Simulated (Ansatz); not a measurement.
# Li26AgF27 (Griceite): the cost of one run

Computed with Ansatz 0.2.0 (DFT, PBE, plane-wave PAW, default files, scalar-relativistic, as far as a step names no other, unless a step's input says otherwise).

1 further run of the same task is left out (it didn't finish).

**1. Starting point**

It takes space group Fm-3m (No. 225, cubic). Conventional cell: a = 12.084 Å, b = 12.084 Å, c = 12.084 Å, α = 90.00°, β = 90.00°, γ = 90.00°. Around Ag (site symmetry m-3m) lie 6 F at 2.01 Å. Li (site symmetry mm2) has 6 F at 2.01 Å as nearest neighbours. Around Li (site symmetry 3m) lie 6 F at 2.01 Å. Li (site symmetry 4mm) is surrounded by 6 F at 2.01 Å. F (site symmetry 3m) has 6 Li at 2.01 Å as nearest neighbours. F (site symmetry 4mm) is surrounded by 5 Li at 2.01 Å and 1 Ag at 2.01 Å. F (site symmetry mm2) is surrounded by 6 Li at 2.01 Å. Around F (site symmetry m-3m) lie 6 Li at 2.01 Å.

As a file:

```cif
data_structure
_symmetry_space_group_name_H-M 'Fm-3m'
_symmetry_Int_Tables_number 225
_cell_length_a 12.0840
_cell_length_b 12.0840
_cell_length_c 12.0840
_cell_angle_alpha 90.000
_cell_angle_beta 90.000
_cell_angle_gamma 90.000
_cell_volume 1764.54
loop_
_atom_site_label
_atom_site_type_symbol
_atom_site_symmetry_multiplicity
_atom_site_Wyckoff_symbol
_atom_site_fract_x
_atom_site_fract_y
_atom_site_fract_z
_atom_site_occupancy
Ag1 Ag 4 a 0.00000 0.00000 0.00000 1
Li1 Li 48 h 0.16667 0.16667 0.00000 1
Li2 Li 32 f 0.83333 0.16667 0.66667 1
Li3 Li 24 e 0.50000 0.00000 0.83333 1
F1 F 32 f 0.16667 0.66667 0.66667 1
F2 F 24 e 0.50000 0.00000 0.66667 1
F3 F 48 i 0.50000 0.83333 0.83333 1
F4 F 4 b 0.50000 0.00000 0.00000 1
```

Atom 1 of the input is the impurity.

**2. Gradients at the starting positions**

Input file input.yaml:

```yaml
crystal:
  lattice:
    - [0.0, 6.042, 6.042]
    - [6.042, 0.0, 6.042]
    - [6.042, 6.042, 0.0]
  atoms:
    - { symbol: Ag, position: [0.0, 0.0, 0.0] }
    - { symbol: Li, position: [0.0, 0.0, 0.3333333333] }
    - { symbol: Li, position: [0.0, 0.0, 0.6666666667] }
    - { symbol: Li, position: [0.0, 0.3333333333, 0.0] }
    - { symbol: Li, position: [0.0, 0.3333333333, 0.3333333333] }
    - { symbol: Li, position: [0.0, 0.3333333333, 0.6666666667] }
    - { symbol: Li, position: [0.0, 0.6666666667, 0.0] }
    - { symbol: Li, position: [0.0, 0.6666666667, 0.3333333333] }
    - { symbol: Li, position: [0.0, 0.6666666667, 0.6666666667] }
    - { symbol: Li, position: [0.3333333333, 0.0, 0.0] }
    - { symbol: Li, position: [0.3333333333, 0.0, 0.3333333333] }
    - { symbol: Li, position: [0.3333333333, 0.0, 0.6666666667] }
    - { symbol: Li, position: [0.3333333333, 0.3333333333, 0.0] }
    - { symbol: Li, position: [0.3333333333, 0.3333333333, 0.3333333333] }
    - { symbol: Li, position: [0.3333333333, 0.3333333333, 0.6666666667] }
    - { symbol: Li, position: [0.3333333333, 0.6666666667, 0.0] }
    - { symbol: Li, position: [0.3333333333, 0.6666666667, 0.3333333333] }
    - { symbol: Li, position: [0.3333333333, 0.6666666667, 0.6666666667] }
    - { symbol: Li, position: [0.6666666667, 0.0, 0.0] }
    - { symbol: Li, position: [0.6666666667, 0.0, 0.3333333333] }
    - { symbol: Li, position: [0.6666666667, 0.0, 0.6666666667] }
    - { symbol: Li, position: [0.6666666667, 0.3333333333, 0.0] }
    - { symbol: Li, position: [0.6666666667, 0.3333333333, 0.3333333333] }
    - { symbol: Li, position: [0.6666666667, 0.3333333333, 0.6666666667] }
    - { symbol: Li, position: [0.6666666667, 0.6666666667, 0.0] }
    - { symbol: Li, position: [0.6666666667, 0.6666666667, 0.3333333333] }
    - { symbol: Li, position: [0.6666666667, 0.6666666667, 0.6666666667] }
    - { symbol: F, position: [0.1666666667, 0.1666666667, 0.1666666667] }
    - { symbol: F, position: [0.1666666667, 0.1666666667, 0.5] }
    - { symbol: F, position: [0.1666666667, 0.1666666667, 0.8333333333] }
    - { symbol: F, position: [0.1666666667, 0.5, 0.1666666667] }
    - { symbol: F, position: [0.1666666667, 0.5, 0.5] }
    - { symbol: F, position: [0.1666666667, 0.5, 0.8333333333] }
    - { symbol: F, position: [0.1666666667, 0.8333333333, 0.1666666667] }
    - { symbol: F, position: [0.1666666667, 0.8333333333, 0.5] }
    - { symbol: F, position: [0.1666666667, 0.8333333333, 0.8333333333] }
    - { symbol: F, position: [0.5, 0.1666666667, 0.1666666667] }
    - { symbol: F, position: [0.5, 0.1666666667, 0.5] }
    - { symbol: F, position: [0.5, 0.1666666667, 0.8333333333] }
    - { symbol: F, position: [0.5, 0.5, 0.1666666667] }
    - { symbol: F, position: [0.5, 0.5, 0.5] }
    - { symbol: F, position: [0.5, 0.5, 0.8333333333] }
    - { symbol: F, position: [0.5, 0.8333333333, 0.1666666667] }
    - { symbol: F, position: [0.5, 0.8333333333, 0.5] }
    - { symbol: F, position: [0.5, 0.8333333333, 0.8333333333] }
    - { symbol: F, position: [0.8333333333, 0.1666666667, 0.1666666667] }
    - { symbol: F, position: [0.8333333333, 0.1666666667, 0.5] }
    - { symbol: F, position: [0.8333333333, 0.1666666667, 0.8333333333] }
    - { symbol: F, position: [0.8333333333, 0.5, 0.1666666667] }
    - { symbol: F, position: [0.8333333333, 0.5, 0.5] }
    - { symbol: F, position: [0.8333333333, 0.5, 0.8333333333] }
    - { symbol: F, position: [0.8333333333, 0.8333333333, 0.1666666667] }
    - { symbol: F, position: [0.8333333333, 0.8333333333, 0.5] }
    - { symbol: F, position: [0.8333333333, 0.8333333333, 0.8333333333] }
kpoints:
  mp_grid: { grid: [3, 3, 3] }
scf:
  occupations: { method: fermi_dirac, width: 0.01 }
hamiltonian:
  xc: pbe
  pseudopotentials: { kind: paw }
output:
  forces: true
  stress: true
  populations: true
  efg: { quadrupole_moments_barn: { Li: -0.0401 }, contact_densities: true }
  write_density: true
  write_potential: true
  elf: true
  volumetric_format: npy
```

On the command line:

```console
> ansatz run input.yaml --threads 1 --pin off --max-ram 3072MiB --backend cpu --events-out ev --progress --plain --runs-dir out
```

**Question.** How long does this run take on 1 thread of Arm Neoverse V1, shared host, and how much memory does it need?

About 68 s, with a peak of 1 GiB.
